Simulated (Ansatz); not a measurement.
**VH2O (sextet): the correlation ladder at distance V1–O2 = 4.755 Å, def2-SVP**

An exercise on one series of results from a longer session: the logs are not shown, and one member is left open.

Method: def2-SVP, core rule «outside noble gas», up to 10 orbitals frozen; program: Ansatz 0.2.0, Gaussian basis.

Plan: UHF; CCSD(T) on ROHF; CCSD(T) on UHF; CISD; CCSDT(Q) on UHF; CASSCF and MRCISD+Q, 7 electrons in 7 orbitals; CASSCF and NEVPT2, 7 electrons in 7 orbitals.

30 further runs of the same task are left out: 11 for a known fault of the program, 15 that didn't finish, 4 set aside as unsound or not needed.

### The geometry

The geometry derives from a PBE0/def2-TZVP stationary point (not a proven minimum). One bond is set to the value named and the two fragments are kept rigid.

4 atoms, charge 0, spin multiplicity 6.

Atoms are counted from 1 here; the program's logs count them from 0.

Bond lengths: O2–H3 0.962 Å, O2–H4 0.962 Å. Angles: H3–O2–H4 108.4°.

The first run:

File in.yaml:

```yaml
crystal:
  periodic: [false, false, false]
  atoms:
    - {symbol: V, position_ang: [0.000000, 0.000000, 3.847501]}
    - {symbol: O, position_ang: [0.000000, 0.000000, -0.907499]}
    - {symbol: H, position_ang: [0.000000, 0.780254, -1.470000]}
    - {symbol: H, position_ang: [0.000000, -0.780254, -1.470000]}
basis:
  gaussian: {orbitals: def2-SVP}
magnetization: {spin_polarized: true, initial_magnetization: 5}
hamiltonian: {xc: hf}
output: {orbitals: {seedname: orbitals}}
```

Launch:

```sh
ansatz run in.yaml --threads 1 --pin off --events-out ev --progress --plain --max-ram 2393MiB
```

Among the steps run: UHF; CCSD(T) on ROHF; CCSD(T) on UHF; CISD; CCSDT(Q) on UHF; CASSCF and MRCISD+Q, 7 electrons in 7 orbitals; CASSCF and NEVPT2, 7 electrons in 7 orbitals.

One of the session's tables, all rows but one given; the rest of the session is left out.

```
       method  from UCCSDT(Q) (meV)
         ROHF               +7080.1
          UHF               +7031.7
         RMP2                +599.2
         UMP2                +552.5
         CISD                +531.3
        RCCSD                +160.2
        UCCSD                +113.9
     RCCSD(T)                 +68.5
     UCCSD(T)                 +22.2
       UCCSDT                 +13.7
    UCCSDT(Q)                     0
  CASSCF pair                     ?
  NEVPT2 pair                +772.6
  MRCISD pair                +457.4
MRCISD+Q pair                 +90.3
```

Q: Estimate the row for CASSCF pair from the others.

The run gave: from UCCSDT(Q) (meV): +6514.1. In the column «from UCCSDT(Q) (meV)» it lies between NEVPT2 pair (+772.6) and UHF (+7031.7).

Caveats from the session: Restricted and unrestricted rows rest on different reference determinants; where their highest levels disagree by more than a few hundredths of an eV, they describe different states and don't form one ladder.
